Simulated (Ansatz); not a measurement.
# SiAsH (triplet): RPA-PBE over vertical spin and charge gaps, cc-pVDZ

Aim: run SiAsH (triplet) with these functionals over vertical spin and charge gaps, and hold them against the top wave-function level at the same points.

Method: cc-pVDZ, all electrons in the functionals, frozen cores in the correlation of double hybrids and RPA; program: Ansatz 0.2.0, Gaussian basis.

Plan: RPA-PBE, at charge 0, triplet; charge 0, singlet; charge 0, quintet; charge 1, doublet; charge 1, quartet.

6 further runs of the same task are left out: 6 set aside as unsound or not needed. Runs told in other sessions of the task aren't counted.

## Step 1: What is computed

The geometry is a PBE0/def2-TZVP stationary point (not a proven minimum). No spin-orbit coupling is included. The filled d shell of As may be among the frozen orbitals whatever the setting's name suggests.

3 atoms, charge 0, spin multiplicity 3.

Atoms are counted from 1 here; the program's logs count them from 0.

Bond lengths: Si1–As2 2.196 Å, Si1–H3 1.512 Å. Angles: As2–Si1–H3 116.7°.

No dispersion term is added.

The geometry shown and the zero of energy belong to the point charge 0, triplet. The yardstick, UCCSDTQ, and other wave-function levels (R restricted, U unrestricted, valence and pair active spaces) come from earlier runs.

## Step 2: RPA-PBE, charge 0, triplet

Contents of in.yaml:

```yaml
crystal:
  periodic: [false, false, false]
  atoms:
    - {symbol: Si, position_ang: [0.000000, -0.104364, 1.571806]}
    - {symbol: As, position_ang: [0.000000, 0.022917, -0.620554]}
    - {symbol: H, position_ang: [0.000000, 1.204585, 2.329445]}
basis:
  gaussian: {orbitals: cc-pVDZ}
magnetization: {spin_polarized: true, initial_magnetization: 2}
hamiltonian: {xc: {name: PBE}}
correlation: {method: rpa, electrons: outside_noble_gas}
```

Run with:

```console
$ ansatz run in.yaml --threads 1 --pin off --events-out ev --progress --plain --max-ram 4096MiB --backend cpu
```

After this run come: RPA-PBE, charge 0, singlet; RPA-PBE, charge 0, quintet; RPA-PBE, charge 1, doublet; RPA-PBE, charge 1, quartet.

**Question.** What will the summary of the whole plan be? Wanted: triplet to singlet, UCCSDTQ; triplet to quintet, UCCSDTQ; ionisation to the doublet cation, UCCSDTQ; ionisation to the quartet cation, UCCSDTQ; largest miss, RPA-PBE.

The runs gave:

```
                                 quantity                                         value
              triplet to singlet, UCCSDTQ                                     -0.794 eV
              triplet to quintet, UCCSDTQ                                      1.647 eV
ionisation to the doublet cation, UCCSDTQ                                      7.813 eV
ionisation to the quartet cation, UCCSDTQ                                      8.410 eV
                    largest miss, RPA-PBE  +0.110 eV (ionisation to the quartet cation)
```

In words: RPA-PBE strays by up to 0.110 eV, at ionisation to the quartet cation. Functionals and the yardstick converge differently with the basis, so part of each miss in cc-pVDZ is the basis.
